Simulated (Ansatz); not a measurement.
# YbSi₂, space group P6/mmm: a series of slab calculations

Computed with Ansatz's Python interface.

`field_ybsi2.py`:
```python
'''A slab of YbSi2 in an electric field.'''

import ansatz as az
from ase import Atoms
from ase.build import surface
import numpy as np
from tabulate import tabulate

SETTINGS = {
    'cutoff_ev': 470,
    'occupations': 'Marzari-Vanderbilt',
    'sigma': 0.05,
    'tolerance': 1e-10,
    'kgrid': (4, 4, 1),
}


def main() -> None:
    atoms = Atoms(
        ['Yb', 'Si', 'Si'],
        scaled_positions=[
            (0.0, 0.0, 0.0),
            (2 / 3, 1 / 3, 0.5),
            (1 / 3, 2 / 3, 0.5),
        ],
        cell=[
            (4.08580229, 0.0, 0.0),
            (-2.04290115, 3.53840858, 0.0),
            (0.0, 0.0, 4.112152),
        ],
        pbc=True,
    )
    # the plane is named in the basis of this cell
    rows = []
    for value in [-0.1, -0.05, 0.0, 0.05, 0.1]:
        slab = surface(atoms, (0, 1, 0), 2, vacuum=7.0)
        slab.pbc = True
        model = (
            az.Crystal.from_ase(slab).calculation()
            .functional(az.Functional.LDA)
            .basis(SETTINGS['cutoff_ev'])
            .occupations(SETTINGS['occupations'], width=SETTINGS['sigma'])
            .scf(tolerance=SETTINGS['tolerance'])
            .kpoints(*SETTINGS['kgrid'])
            .electric_field(axis=3, dipole_correction=True, amplitude=value)
        )
        r = model.run(threads=1, pin='off').report
        face = r['work_function']
        rows.append((value, len(slab), r['free_energy_ev'], face['dipole_moment_e_ang'], face.get('phi_plus_ev'), face.get('phi_minus_ev')))

    print(tabulate(rows, headers=['field (V/A)', 'atoms', 'F (eV)', 'dipole (e A)', 'phi upper (eV)', 'phi lower (eV)'], floatfmt='.4f', missingval='-'))
    print(f'induced dipole per field: {np.polyfit([row[0] for row in rows], [row[3] for row in rows], 1)[0]:.3f} e A^2/V')


if __name__ == '__main__':
    main()
```

```console
$ python field_ybsi2.py
RunWarning: efield: at this solve's end the planar-averaged density reaches 3.54e-5 e/Å³ inside the ramp window [0.8997, 0.1003] (bound 1e-5 e/Å³); the window's nearer edge stands 5.01 Å from this [...]
  field (V/A)    atoms       F (eV)    dipole (e A)    phi upper (eV)    phi lower (eV)
-------------  -------  -----------  --------------  ----------------  ----------------
      -0.1000        6  -29556.0015         -0.3475            -                 -
      -0.0500        6  -29555.9853         -0.3019            -                 -
       0.0000        6  -29555.9714         -0.2561            5.3453            2.5866
       0.0500        6  -29555.9597         -0.2099            -                 -
       0.1000        6  -29555.9504         -0.1634            -                 -
induced dipole per field: 0.921 e A^2/V
```
(Warnings from the package without file and line, shortened, repeats left out.)

What to keep in mind:
- Absolute energies stand on the zero of these potentials, so only differences at equal settings mean something. A total without «per atom» is that of the whole cell that was run.
- Semilocal functionals put the nearly full 4f shell of Yb too close to the Fermi level.
- The density doesn't vanish in the vacuum (a short gap or a low cutoff), which blurs the vacuum level.
- For a metal this k-point mesh is coarse: on a finer one energies can move by several to tens of meV an atom and pressures by half a GPa or more, differences at one mesh by less.
- This cell is a computed structure, which may not be the phase found in nature.
- The slabs are thin, unrelaxed cuts of the structure as given, on a modest mesh, so the surface energy isn't converged; Miller indices refer to the cell as typed, and unlike faces give only a mean.
- The whole script took 2.2 min on 1 thread of Arm Neoverse V2, on a shared host, peak memory 0.59 GiB.
